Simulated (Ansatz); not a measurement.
## FH₃NSb, SMILES [NH2][SbH][F]: vertical and adiabatic energies of changing the electron count

Program: Ansatz's Python interface.

Script `adiabatic_fh3nsb.py`:
```python
import itertools

import ansatz as az
from ase import Atoms
from ase.data import atomic_numbers, covalent_radii
import numpy as np


def main() -> None:
    atoms = Atoms(["N", "Sb", "F", "H", "H", "H"], positions=[
        [-0.8656, 0.0912, -0.6077],
        [-0.0036, -0.1995, 1.2327],
        [0.8023, -1.8886, 0.569],
        [-1.1304, 1.1499, -0.6385],
        [-0.1708, 0.0196, -1.3648],
        [1.4102, 0.7632, 0.7631],
    ])
    fh3nsb = az.Crystal.molecule_from_ase(atoms)

    model = fh3nsb.calculation().basis(gaussian="def2-SVP").functional("cam_b3lyp")
    symbols = [site.symbol for site in fh3nsb.cartesian_sites]
    start = np.array([site.position_ang for site in fh3nsb.cartesian_sites], dtype=float)
    rep = model.relax(force_tolerance=0.01, max_steps=100).run(threads=1).report
    end = np.array(rep["positions_ang"])

    minimum = az.Crystal.molecule()
    for symbol, place in zip(symbols, end):
        minimum = minimum.atom(symbol, place.tolist())
    ion = (
        minimum.calculation()
        .basis(gaussian="def2-SVP")
        .functional("cam_b3lyp")
        .charge(1)
        .spin("collinear", total=1)
    )
    vertical = ion.run(threads=1).report
    settled = ion.relax(force_tolerance=0.01, max_steps=80).run(threads=1).report
    print(f"vertical ionisation energy   {vertical['free_energy_ev'] - rep['free_energy_ev']:.3f} eV")
    print(f"adiabatic, no zero point     {settled['free_energy_ev'] - rep['free_energy_ev']:.3f} eV")
    print(f"relaxation energy of the ion {vertical['free_energy_ev'] - settled['free_energy_ev']:.3f} eV")
    ionised = np.array(settled["positions_ang"])
    radius = [covalent_radii[atomic_numbers[s]] for s in symbols]
    span = lambda where, i, j: np.linalg.norm(where[i] - where[j])
    bonded = [(i, j) for i, j in itertools.combinations(range(len(symbols)), 2) if min(span(end, i, j), span(ionised, i, j)) < 1.2 * (radius[i] + radius[j])]
    print("pair        before    after (A)")
    for i, j in bonded:
        print(f"{symbols[i]}{i}-{symbols[j]}{j}".ljust(10), f"{span(end, i, j):8.4f} {span(ionised, i, j):8.4f}")


if __name__ == "__main__":
    main()
```

Running `python adiabatic_fh3nsb.py` prints:
```text
vertical ionisation energy   9.931 eV
adiabatic, no zero point     9.060 eV
relaxation energy of the ion 0.870 eV
pair        before    after (A)
N0-Sb1       2.0115   2.1415
N0-H3        1.0165   1.0304
N0-H4        1.0169   1.0328
Sb1-F2       1.9492   1.9031
Sb1-H5       1.7192   1.7259
```

Notes:
- The energies are electronic: no zero-point or thermal terms, and the basis set is short of its limit. The product may relax into another structure. Each relaxation finds its nearest minimum, which needn't be the lowest.
- def2 sets replace the cores of elements past krypton by effective core potentials.
- Run time: 110 s on 1 thread of Arm Neoverse V1, with other jobs on the host, peak memory 0.28 GiB.
